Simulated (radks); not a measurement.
# The series with 31 electrons, Ga to Tl⁵⁰⁺

One table from this session's results is given with a row withheld; the runs are named, their logs left out.

The numbers are computed with radks (a radial shooting solver on a logarithmic mesh, Libxc functionals) version 1 (Dirac Kohn-Sham, PBE, spin-unpolarised, spherical densities, finite nucleus; open shells fill j = l - 1/2 first), except any that are marked as measured or tabulated.

### The atom as given

- electrons: 31
- ions: Ga, Kr⁵⁺, Nb¹⁰⁺, Pd¹⁵⁺, Sb²⁰⁺, Ba²⁵⁺, Pm³⁰⁺, Dy³⁵⁺, Lu⁴⁰⁺, Os⁴⁵⁺, Tl⁵⁰⁺
- configuration: NIST ground configuration of each

The first run:

The run's settings:

```text
Z 31
configuration [Ar] 3d10 4s2 4p1
relativity Dirac
functional pbe,pbe
spin unpolarised
j_filling energy
nucleus finite rms 3.9973 fm
c 137.035999084
```

Among the steps run: Ga, [Ar] 3d10 4s2 4p1; Kr⁵⁺, [Ar] 3d10 4s2 4p1; Nb¹⁰⁺, [Ar] 3d10 4s2 4p1; Pd¹⁵⁺, [Ar] 3d10 4s2 4p1; Sb²⁰⁺, [Ar] 3d10 4s2 4p1; Ba²⁵⁺, [Ar] 3d10 4s2 4p1; Pm³⁰⁺, [Ar] 3d10 4s2 4p1; Dy³⁵⁺, [Ar] 3d10 4s2 4p1; Lu⁴⁰⁺, [Ar] 3d10 4s2 4p1; Os⁴⁵⁺, [Ar] 3d10 4s2 4p1; Tl⁵⁰⁺, [Ar] 3d10 4s2 4p1.

One of the session's tables, all rows but one given; the rest of the session is left out.

| ion | E (hartree) | ε(3d3/2) (eV) | ε(3d5/2) (eV) | ε(4s1/2) (eV) | ε(4p1/2) (eV) |
| --- | --- | --- | --- | --- | --- |
| Ga | -1944.01089 | -19.357 | -18.896 | -8.900 | -2.622 |
| Kr⁵⁺ | -2783.51303 | -155.77 | -154.45 | -87.250 | -70.843 |
| Nb¹⁰⁺ | -3789.52956 | -378.82 | -375.86 | -216.30 | -190.28 |
| Pd¹⁵⁺ | -4964.97112 | -681.68 | -675.92 | -392.38 | -356.70 |
| Sb²⁰⁺ | -6314.03734 | -1063.0 | -1052.8 | -615.38 | -569.81 |
| Ba²⁵⁺ | ? | ? | ? | ? | ? |
| Pm³⁰⁺ | -9555.0112 | -2060.4 | -2034.6 | -1205.6 | -1139.3 |
| Dy³⁵⁺ | -11460.7316 | -2677.3 | -2639.0 | -1575.7 | -1498.4 |
| Lu⁴⁰⁺ | -13568.1902 | -3373.9 | -3318.9 | -1998.3 | -1909.6 |
| Os⁴⁵⁺ | -15888.2774 | -4151.1 | -4074.3 | -2476.1 | -2375.3 |
| Tl⁵⁰⁺ | -18434.0099 | -5009.7 | -4905.4 | -3011.9 | -2898.5 |

Q: Estimate the row for Ba²⁵⁺ from the others.

**Answer.** E (hartree): -7841.9467; ε(3d3/2) (eV): -1522.5; ε(3d5/2) (eV): -1505.8; ε(4s1/2) (eV): -886.03; ε(4p1/2) (eV): -830.30. In the column «E (hartree)» it lies between Pm³⁰⁺ (-9555.0112) and Sb²⁰⁺ (-6314.03734).
